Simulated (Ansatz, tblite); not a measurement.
# The cluster TeAs5−: rung by rung

How do method and basis change the picture of the cluster TeAs5− (singlet)?

Computed with Ansatz 0.2.0, Gaussian basis. Level: as each input shows.

The runs, in order: GFN1-xTB, GFN2-xTB, PBE-D4/def2-TZVPD, r2SCAN-D4/def2-TZVPD, r2SCAN0-D4/def2-TZVPD, B3LYP-D4/def2-TZVPD, r2SCANh-D4/def2-TZVPD, PBE-D4/def2-SVPD, PBE0-D4/def2-SVPD, MP2/def2-SVPD, RPA/def2-SVPD.

9 further runs of the same task are left out: 2 that didn't finish, 7 set aside as unsound or not needed. Runs told in other sessions of the task aren't counted.

**1. The geometry**

The geometry is that of the singlet, from an earlier relaxation (r2SCAN-D4/def2-SVPD). At that level it is the lowest of the isomers that a small search found.

6 atoms, charge -1, spin multiplicity 1.

Bond lengths: As1–As3 2.314 Å, As1–As5 2.326 Å, As2–As4 2.331 Å, As2–As5 2.314 Å, As3–As4 2.330 Å, As4–Te6 2.474 Å. Angles: As3–As1–As5 110.5°, As4–As2–As5 101.7°, As1–As3–As4 101.7°, As2–As4–As3 115.6°, As2–As4–Te6 122.2°, As3–As4–Te6 122.2°, As1–As5–As2 110.5°.

Te takes a core potential in the def2 sets. No spin-orbit coupling is included. The ion is computed in the gas phase, without counter-ions or solvent.

PBE0-D4/def2-TZVPD was run before; its log isn't repeated, and its numbers join the tables.

**2. GFN1-xTB**

Tight binding, by tblite at 300 K electronic temperature and without a spin-polarisation term:

```python
tblite.interface.Calculator('GFN1-xTB', numbers, positions, charge=-1, uhf=0).singlepoint()
```

Energy -431.7122 eV, HOMO -3.22 eV, LUMO -1.45 eV; 0.01 s.

**3. GFN2-xTB**

Tight binding, by tblite at 300 K electronic temperature and without a spin-polarisation term:

```python
tblite.interface.Calculator('GFN2-xTB', numbers, positions, charge=-1, uhf=0).singlepoint()
```

Energy -413.7645 eV, HOMO -3.86 eV, LUMO -1.99 eV; 0.014 s.

**4. PBE-D4/def2-TZVPD**

start.molden holds the orbitals of an earlier run on this state, given as this run's starting guess.

File in.yaml:

```yaml
crystal:
  periodic: [false, false, false]
  atoms:
    - {symbol: As, position_ang: [-2.533576, -0.104446, -0.289216]}
    - {symbol: As, position_ang: [0.883950, -1.766348, 0.013286]}
    - {symbol: As, position_ang: [-1.062251, 1.663941, -0.036116]}
    - {symbol: As, position_ang: [0.981130, 0.558491, 0.147056]}
    - {symbol: As, position_ang: [-1.385579, -2.127543, -0.260435]}
    - {symbol: Te, position_ang: [3.116336, 1.775906, 0.425425]}
basis:
  gaussian: {orbitals: def2-TZVPD, initial_orbitals: start.molden}
total_charge: -1
hamiltonian: {xc: pbe, dispersion: d4}
scf: {omitted_lower_state_checks: [starts]}
output: {orbitals: {seedname: orbitals}}
```

Command:

```bash
$ ansatz run in.yaml --threads 4 --pin off --events-out ev --progress --plain --max-ram 4787MiB
```

The runs that follow: r2SCAN-D4/def2-TZVPD; r2SCAN0-D4/def2-TZVPD; B3LYP-D4/def2-TZVPD; r2SCANh-D4/def2-TZVPD; PBE-D4/def2-SVPD; PBE0-D4/def2-SVPD; MP2/def2-SVPD; RPA/def2-SVPD.

Q: Predict the results of all the runs planned. Wanted: gap in def2-TZVPD, named functionals, smallest and largest; correlation energy, MP2/def2-SVPD; PBE0 total energy, smallest basis above largest.

As calculated:

| quantity | value |
| --- | --- |
| gap in def2-TZVPD, named functionals, smallest and largest | 1.78 eV (PBE-D4), 3.14 eV (r2SCAN0-D4) |
| correlation energy, MP2/def2-SVPD | -36.27 eV |
| PBE0 total energy, smallest basis above largest | 37.76 eV (def2-SVPD, def2-TZVPD) |

What this shows: Over the named functionals in def2-TZVPD the gap runs from 1.78 eV (PBE-D4) to 3.14 eV (r2SCAN0-D4); exact exchange widens it.
